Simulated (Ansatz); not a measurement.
LuP, space group Fm-3m, a displacement scan with seeded SCF runs

Run with Ansatz 0.2.0, Python API.

The script, `walk_lup.py`:
```python
'''A displacement scan in LuP with warm starts.'''

import ansatz as az
import numpy as np

lup = (
    az.Lattice.of((0.0, 2.761857, 2.761857), (2.761857, 0.0, 2.761857), (2.761857, 2.761857, 0.0))
    .atom('Lu', (0.0, 0.0, 0.0))
    .atom('P', (0.5, 0.5, 0.5))
)

start = np.array(lup.resolved().sites[1].position)
previous, rows = None, []
for step in range(6):
    target = start + step * 0.015 * np.eye(3)[1]
    model = (
        lup.move(1, to=target).calculation()
        .functional('pbesol')
        .basis(550)
        .kpoints(mesh=(5, 5, 5))
        .occupations(az.OccupationsMethod.COLD, width=0.1)
        .forces()
    )
    session = model.session()
    if previous is not None:
        session.seed_next_step(previous)
    previous = session.plan(retain='wavefunctions').execute()
    report = previous.report
    shift = float(np.linalg.norm((target - start) @ np.array(report['lattice']['cell_ang'])))
    rows.append((step, shift, report['lagrangian_ev'], float(np.linalg.norm(report['forces_ev_ang'][1])), report['n_iterations'], report['n_symmetry_ops']))
rows = [(row[0], row[1], 1000 * (row[2] - rows[0][2]), *row[3:]) for row in rows]
lines = [','.join(['step', 'moved A', 'dE meV', 'force on it eV/A', 'iterations', 'symmetry operations'])] + [','.join(f'{v:.4f}' if isinstance(v, float) else str(v) for v in row) for row in rows]
print('\n'.join(lines))
with open('walk.csv', 'w') as handle:
    handle.write('\n'.join(lines) + '\n')
```

```console
$ python walk_lup.py
step,moved A,dE meV,force on it eV/A,iterations,symmetry operations
0,0.0000,0.0000,0.0000,7,48
1,0.0586,8.1154,0.2441,7,4
2,0.1172,30.2941,0.5738,6,4
3,0.1758,75.2528,0.9627,7,4
4,0.2344,143.1872,1.3311,6,4
5,0.2929,227.0606,1.5520,6,4
```

Reading the output:
- This cell is a computed structure, which may not be the phase found in nature.
- The first step keeps the crystal's symmetry; the moved atom lowers it.
- Hardware and time: 21 s on 1 thread of AMD EPYC 7R43 64-Core Processor (Zen 3), on a shared host, peak memory 0.44 GiB.

(Lines on the test bed's own set-up are left out of the output.)
